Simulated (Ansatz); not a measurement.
CH4SSi, SMILES C[Si]S: the interaction energy of a dimer with the counterpoise correction, run with the Python package of Ansatz (0.2.0).

`ch4ssi.py`:
```python
import ansatz as az

FIRST = [
    ("C", (-0.8688, 0.6167, -0.2348)),
    ("Si", (0.2933, -0.0457, 0.9472)),
    ("S", (1.6148, -1.3325, -0.1234)),
    ("H", (-1.4248, -0.1144, -0.7408)),
    ("H", (-0.4166, 1.2361, -1.0459)),
    ("H", (-1.6243, 1.343, 0.2573)),
    ("H", (2.4267, -1.7033, 0.9401)),
]
SECOND = [
    ("C", (0.4768, -2.0411, 4.2769)),
    ("Si", (-0.2552, -1.1969, 5.6689)),
    ("S", (-2.0636, -0.3001, 4.9806)),
    ("H", (0.6839, -1.416, 3.4608)),
    ("H", (-0.1394, -2.8671, 3.8478)),
    ("H", (1.4649, -2.5736, 4.5608)),
    ("H", (-2.4727, 0.2577, 6.1845)),
]

def energy(atoms, ghosts=()):
    molecule = az.Crystal.molecule()
    for symbol, xyz in atoms:
        molecule = molecule.atom(symbol, xyz)
    calc = (
        molecule.calculation()
        .basis(gaussian="cc-pVDZ")
        .correlation("mp2")
    )
    deck = calc.input()
    if ghosts:
        deck = deck.set(az.key.basis.gaussian.ghost_atoms, [{"symbol": s, "position_ang": list(xyz)} for s, xyz in ghosts])
    return az.Session.from_dict(deck).plan().execute().report["free_energy_ev"]


def main() -> None:
    both = energy(FIRST + SECOND)
    alone = energy(FIRST) + energy(SECOND)
    ghosted = energy(FIRST, SECOND) + energy(SECOND, FIRST)
    print(f"dimer {both:.6f} eV")
    print(f"interaction, uncorrected   {23.060548 * (both - alone):8.3f} kcal/mol")
    print(f"interaction, counterpoise  {23.060548 * (both - ghosted):8.3f} kcal/mol")
    print(f"basis-set superposition    {23.060548 * (alone - ghosted):8.3f} kcal/mol")


if __name__ == "__main__":
    main()
```

How large is the interaction at this pose, and how much of it is basis-set superposition?

Uncorrected it is -1.113 kcal/mol, with the counterpoise correction -0.285 kcal/mol; the difference, 0.83 kcal/mol, is the superposition error.

The run itself:

```console
$ python ch4ssi.py
dimer -39565.686051 eV
interaction, uncorrected     -1.113 kcal/mol
interaction, counterpoise    -0.285 kcal/mol
basis-set superposition       0.828 kcal/mol
```

Notes:
- Total energies depend on the basis set; only differences at equal settings carry meaning.
- The dimer is a generated trial pose of unrelaxed monomers, not a minimum, so the figure is no binding energy, and the basis set is small.
- Run time: 13 s on 1 thread of Arm Neoverse V2, with other jobs on the host, peak memory 0.41 GiB.
